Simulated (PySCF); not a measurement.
**InHCl (SMILES [Cl][InH]) at UMP2/STO-6G**

Aim: the vertical doublet–quartet gap of InHCl at UMP2/STO-6G, from 2 runs. The job is set up through a Python script.

The calculation is run with PySCF 2.14.0.

9 further runs of the same task are left out: 9 set aside as unsound or not needed.

### Step 1. The molecule

InHCl: 3 atoms, total charge 0, spin state doublet. SMILES: `[Cl][InH]`. The shape is that of a PBE0-D4/def2-TZVP optimisation.

Bond lengths: Cl1–In2 2.365 Å, In2–H3 1.773 Å. Angles: Cl1–In2–H3 115.3°.

### Step 2. A single-point energy at UMP2/STO-6G

input.xyz

```xyz
3

Cl    -1.649800     0.396800    -0.867400
In     0.409500     0.542400     0.286100
H      1.229400    -1.003900     0.568100
```

job.py

```python
# [Cl][InH]
from pyscf import gto, scf, mp

mol = gto.M(
    atom='input.xyz',
    spin=1,
    verbose=4,
    basis='sto-6g',
    max_memory=1860,
)

mf = scf.UHF(mol)
mf.conv_tol = 1e-10
mf.kernel()
if not mf.converged:
    mf = mf.newton().run(mf.mo_coeff, mf.mo_occ)

pt = mp.MP2(mf, frozen=23).run()
etot = pt.e_tot
print('E(%s) = %.9f' % ('MP2', etot))
```

Command:

```sh
OMP_NUM_THREADS=1 python job.py
```

What it wrote:

```text
PySCF version 2.14.0

[INPUT] num. atoms = 3
[INPUT] num. electrons = 67
[INPUT] charge = 0
[INPUT] spin (= nelec alpha-beta = 2S) = 1
[INPUT] symmetry False subgroup None
[INPUT] Mole.unit = angstrom
[INPUT] Symbol           X                Y                Z      unit          X                Y                Z       unit  Magmom
[INPUT]  1 Cl    -1.649800000000   0.396800000000  -0.867400000000 AA   -3.117670160307   0.749843326227  -1.639148440448 Bohr   0.0
[INPUT]  2 In     0.409500000000   0.542400000000   0.286100000000 AA    0.773842848009   1.024987449964   0.540650644238 Bohr   0.0
[INPUT]  3 H      1.229400000000  -1.003900000000   0.568100000000 AA    2.323229297540  -1.897096056451   1.073553411365 Bohr   0.0

nuclear repulsion = 203.589380878798
number of shells = 17
number of NR pGTOs = 222
number of NR cGTOs = 37
basis = sto-6g
ecp = {}

******** <class 'pyscf.scf.uhf.UHF'> ********
method = UHF
initial guess = minao
damping factor = 0
level_shift factor = 0
DIIS = <class 'pyscf.scf.diis.CDIIS'>
diis_start_cycle = 1
diis_space = 8
diis_damp = 0
SCF conv_tol = 1e-10
SCF conv_tol_grad = None
SCF max_cycles = 50
direct_scf = True
direct_scf_tol = 1e-13
number electrons alpha = 34  beta = 33
Set gradient conv threshold to 1e-05
init E= -6157.58547375577
[... the frontier-level lines of each cycle are left out ...]

cycle= 1 E= -6171.21802908215  delta_E= -13.6  |g|= 0.201  |ddm|= 1.47
cycle= 2 E= -6171.25775266249  delta_E= -0.0397  |g|= 0.0414  |ddm|= 0.421
cycle= 3 E= -6171.26176072193  delta_E= -0.00401  |g|= 0.0157  |ddm|= 0.153
cycle= 4 E= -6171.26256869316  delta_E= -0.000808  |g|= 0.00622  |ddm|= 0.0854
cycle= 5 E= -6171.26271576415  delta_E= -0.000147  |g|= 0.00309  |ddm|= 0.0327
cycle= 6 E= -6171.26276009436  delta_E= -4.43e-05  |g|= 0.000849  |ddm|= 0.0249
cycle= 7 E= -6171.26276284184  delta_E= -2.75e-06  |g|= 0.000188  |ddm|= 0.00591
cycle= 8 E= -6171.26276295795  delta_E= -1.16e-07  |g|= 4.5e-05  |ddm|= 0.00119
cycle= 9 E= -6171.26276296377  delta_E= -5.82e-09  |g|= 9.84e-06  |ddm|= 0.000236
cycle= 10 E= -6171.26276296406  delta_E= -2.96e-10  |g|= 2.14e-06  |ddm|= 5.32e-05
cycle= 11 E= -6171.26276296408  delta_E= -2e-11  |g|= 5.94e-07  |ddm|= 1.1e-05
Extra cycle  E= -6171.26276296408  delta_E= 8.19e-12  |g|= 3.34e-07  |ddm|= 1.67e-06
converged SCF energy = -6171.26276296408  <S^2> = 0.75351173  2S+1 = 2.0035087

******** <class 'pyscf.mp.ump2.UMP2'> ********
nocc = (np.int64(11), np.int64(10)), nmo = (14, 14)
frozen orbitals 23
E(UMP2) = -6171.28344378138  E_corr = -0.0206808173040852
E(SCS-UMP2) = -6171.28621529675  E_corr = -0.0234523326745603
E_corr(same-spin) = -0.00157459395039457
E_corr(oppo-spin) = -0.0191062233536907
E(MP2) = -6171.283443781
```

It took 2.6 s on 1 thread of Arm Neoverse V1, shared host; peak memory 0.12 GiB.

### Step 3. The quartet, same level

input.xyz: that of step 2 with these lines changed.

```diff
@@ -1,3 +1,3 @@
 3
-
+ClHIn
 Cl    -1.649800     0.396800    -0.867400
```

calc.py

```python
from pyscf import gto, mp

mol = gto.Mole()
mol.atom = 'input.xyz'
mol.max_memory = 1860
mol.verbose = 3
mol.basis = 'sto-6g'
mol.spin = 3
mol.build()

hf = mol.UHF()
hf.conv_tol = 1e-10
hf.kernel()
if not hf.converged:
    hf = hf.newton().run(hf.mo_coeff, hf.mo_occ)

pt = mp.MP2(hf, frozen=23).run()
e_final = pt.e_tot
print('Final energy', e_final)
```

Command:

```sh
OMP_NUM_THREADS=1 python calc.py
```

What it wrote:

```text
WARN: HOMO -0.24190066046181 >= LUMO -0.667908319220869

converged SCF energy = -6171.06852773735  <S^2> = 3.7601666  2S+1 = 4.0050801
E(UMP2) = -6171.08146876605  E_corr = -0.0129410287020822
E(SCS-UMP2) = -6171.08269174071  E_corr = -0.0141640033569253
Final energy -6171.081468766051
```

Run time: 2.6 s. Hardware: 1 thread of Arm Neoverse V1, shared host; peak memory 0.12 GiB.

### Step 4. Outcome

Level: UMP2/STO-6G, 23 core orbitals frozen.

```
                                                           quantity           value
                                              doublet: total energy  -6171.28344 Eh
                      doublet: dipole moment (Hartree–Fock density)          4.17 D
doublet: HOMO energy (Hartree–Fock orbitals) (highest over α and β)        -5.66 eV
 doublet: LUMO energy (Hartree–Fock orbitals) (lowest over α and β)         4.56 eV
              doublet: correlation energy (23 core orbitals frozen)       -20.7 mEh
                         doublet: ⟨S²⟩ of the reference determinant           0.754
                                              quartet: total energy  -6171.08147 Eh
                      quartet: dipole moment (Hartree–Fock density)          5.56 D
quartet: HOMO energy (Hartree–Fock orbitals) (highest over α and β)        -3.44 eV
 quartet: LUMO energy (Hartree–Fock orbitals) (lowest over α and β)        -0.22 eV
              quartet: correlation energy (23 core orbitals frozen)       -12.9 mEh
                         quartet: ⟨S²⟩ of the reference determinant           3.760
                   vertical energy of the quartet above the doublet        5.496 eV
```

At this shape the quartet lies 5.50 eV (530 kJ/mol) above the doublet. In a minimal basis such a difference can be off by several eV, whatever the method. Relativity is left out (doublet) although the molecule holds a heavy atom. Mulliken charges (quartet) of the mean-field density run from -0.46 on Cl1 to +0.40 on In2. Relativity is left out (quartet) although the molecule holds a heavy atom.
